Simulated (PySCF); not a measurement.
# KAl: from the state search to spectroscopic constants

One table from this session's results is given with a row withheld; the runs are named, their logs left out.

Program: PySCF 2.14.0. Level of theory: K def2-SVPD, Al def2-SVPD, no relativity. These are calculated values, not measurements.

Set-up of the first run:

A driver script around PySCF takes these settings:

```
atoms                         : K, Al
charge                        : 0
basis                         : K def2-SVPD, Al def2-SVPD
Hamiltonian                   : no relativity
basis functions               : 51
electrons treated             : 32
masses in u                   : 38.9637, 26.9815
levels                        : PBE0, PBE, r²SCAN, B3LYP, PW91, M06, HF, MP2, SCS-MP2, CCSD, CCSD(T)
grid                          : 80 radial by 434 angular points
occupations                   : held fixed by the projection of orbital angular momentum
dissociation limit            : K + Al, each in its ground configuration
starting distance in angstrom : 3.140
values of 2S to try           : 0, 2
```

Launch:

```sh
> OMP_NUM_THREADS=1 python dia.py task.json out
```

Steps of the session up to this table: Input; First curve: PBE0; Other states along the same grid; PBE (GGA); r²SCAN (meta-GGA); B3LYP (global hybrid GGA); PW91 (GGA); M06 (hybrid meta-GGA); UHF (mean field); Correlated methods on the Hartree–Fock reference.

One table of the session follows, with a row left open; its other results are not shown here.

Energy (eV) from each level's lowest point:

| R (Å) | UHF | UHF-MP2 | UHF-SCS-MP2 | UHF-CCSD | UHF-CCSD(T) |
| --- | --- | --- | --- | --- | --- |
| 2.926 | 0.339 | 0.273 | 0.282 | n/a | n/a |
| 3.062 | 0.174 | 0.132 | 0.137 | 0.136 | 0.134 |
| 3.198 | 0.074 | 0.049 | 0.053 | 0.052 | 0.051 |
| 3.300 | 0.031 | 0.016 | 0.018 | 0.018 | 0.017 |
| 3.402 | 0.008 | 0.001 | 0.002 | 0.002 | 0.002 |
| 3.504 | 0.000 | 0.000 | 0.000 | 0.000 | 0.000 |
| 3.640 | ? | ? | ? | ? | ? |
| 3.810 | 0.027 | 0.051 | 0.045 | 0.045 | 0.048 |
| 4.014 | 0.059 | 0.108 | 0.092 | 0.096 | 0.102 |
| 4.287 | 0.096 | 0.185 | 0.154 | n/a | n/a |

**Question.** Estimate the row for R (Å) = 3.640.

Worked estimate for «UHF». A straight line through the neighbours (3.504, 0.000) and (3.810, 0.027) gives 0.000 + (0.027 − 0.000) × (3.640 − 3.504) / (3.810 − 3.504) = 0.012; a parabola fitted to 4 rows on both sides gives 0.008.

As computed: UHF: 0.005; UHF-MP2: 0.015; UHF-SCS-MP2: 0.013; UHF-CCSD: 0.013; UHF-CCSD(T): 0.014. In «UHF» the line misses by +0.007 and the parabola by +0.003.
